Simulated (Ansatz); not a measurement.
# CH4BFSSi: how energies converge with the basis set

An exercise on one series of results from a longer session: the logs are not shown, and one member is left open.

Method: one geometry, several basis sets; program: Ansatz 0.2.0, Gaussian basis.

Levels to be run: PBE0-D4/def2-SVP; ωB97M-V/def2-SVP; PBE0-D4/def2-QZVPP; ωB97M-V/def2-QZVPP; the functionals' def2-TZVPP values are taken from earlier runs.

### Structure used throughout

An earlier PBE0-D4 in a triple-zeta def2 set relaxation fixed the geometry.

SMILES `FB1CS[SiH2]1`, 9 atoms, charge 0, spin multiplicity 1.

Atoms are counted from 1 here; the program's logs count them from 0.

Bond lengths: F1–B2 1.325 Å, B2–C3 1.564 Å, B2–Si5 1.988 Å, C3–S4 1.859 Å, C3–H6 1.090 Å, C3–H7 1.087 Å, S4–Si5 2.184 Å, Si5–H8 1.487 Å, Si5–H9 1.484 Å. Angles: F1–B2–C3 124.0°, F1–B2–Si5 130.3°, C3–B2–Si5 100.6°, B2–C3–S4 83.4°, B2–C3–H6 117.1°, B2–C3–H7 120.2°, S4–C3–H6 110.6°, S4–C3–H7 110.1°, H6–C3–H7 111.5°, C3–S4–Si5 85.1°, B2–Si5–S4 66.3°, B2–Si5–H8 122.3°, B2–Si5–H9 123.8°, S4–Si5–H8 112.5°, S4–Si5–H9 112.3°, H8–Si5–H9 110.0°.

Geometry (Å):

```mol
CH4BFSSi
  3D, bonds by distance, orders not assigned

  9  9  0  0  0  0  0  0  0  0999 V2000
    1.5575   -1.3593    0.8551 F   0  0
    0.6164   -0.7244    0.1708 B   0  0
    0.9090    0.3604   -0.9167 C   0  0
    0.0400    1.4877    0.2798 S   0  0
   -1.2399   -0.2348    0.6858 Si  0  0
    1.9480    0.6652   -1.0464 H   0  0
    0.3776    0.3412   -1.8651 H   0  0
   -2.3804   -0.3337   -0.2631 H   0  0
   -1.7395   -0.2486    2.0828 H   0  0
  1  2  8  0
  2  3  8  0
  3  4  8  0
  4  5  8  0
  3  6  8  0
  3  7  8  0
  5  8  8  0
  5  9  8  0
  2  5  8  0
M  END
```

The first run:

File in.yaml:

```yaml
crystal:
  periodic: [false, false, false]
  atoms:
    - {symbol: F, position_ang: [1.557478, -1.359347, 0.855051]}
    - {symbol: B, position_ang: [0.616442, -0.724397, 0.170830]}
    - {symbol: C, position_ang: [0.909037, 0.360409, -0.916709]}
    - {symbol: S, position_ang: [0.040012, 1.487729, 0.279786]}
    - {symbol: Si, position_ang: [-1.239925, -0.234828, 0.685819]}
    - {symbol: H, position_ang: [1.947952, 0.665220, -1.046420]}
    - {symbol: H, position_ang: [0.377609, 0.341174, -1.865056]}
    - {symbol: H, position_ang: [-2.380435, -0.333691, -0.263071]}
    - {symbol: H, position_ang: [-1.739471, -0.248569, 2.082770]}
basis:
  gaussian: {orbitals: def2-SVP}
hamiltonian: {xc: pbe0, dispersion: d4}
output: {orbitals: {seedname: orbitals}}
```

The run is started by

```
$ ansatz run in.yaml --threads 4 --pin off --events-out ev --progress --plain --max-ram 10444MiB
```

Steps of the session up to this table: PBE0-D4 in def2-SVP; ωB97M-V in def2-SVP; PBE0-D4 in def2-QZVPP; ωB97M-V in def2-QZVPP.

One table of the session follows, with a row left open; its other results are not shown here.

It belongs to the step «Functionals by basis». 

```
functional       basis  HOMO (eV)
   PBE0-D4    def2-SVP      -7.20
   PBE0-D4  def2-TZVPP      -7.24
   PBE0-D4  def2-QZVPP      -7.26
   ωB97M-V    def2-SVP          ?
   ωB97M-V  def2-TZVPP      -9.31
   ωB97M-V  def2-QZVPP      -9.33
```

**Question.** Estimate the row for ωB97M-V, def2-SVP.

As computed: HOMO (eV): -9.24. In the column «HOMO (eV)» it lies between ωB97M-V, def2-TZVPP (-9.31) and PBE0-D4, def2-QZVPP (-7.26).
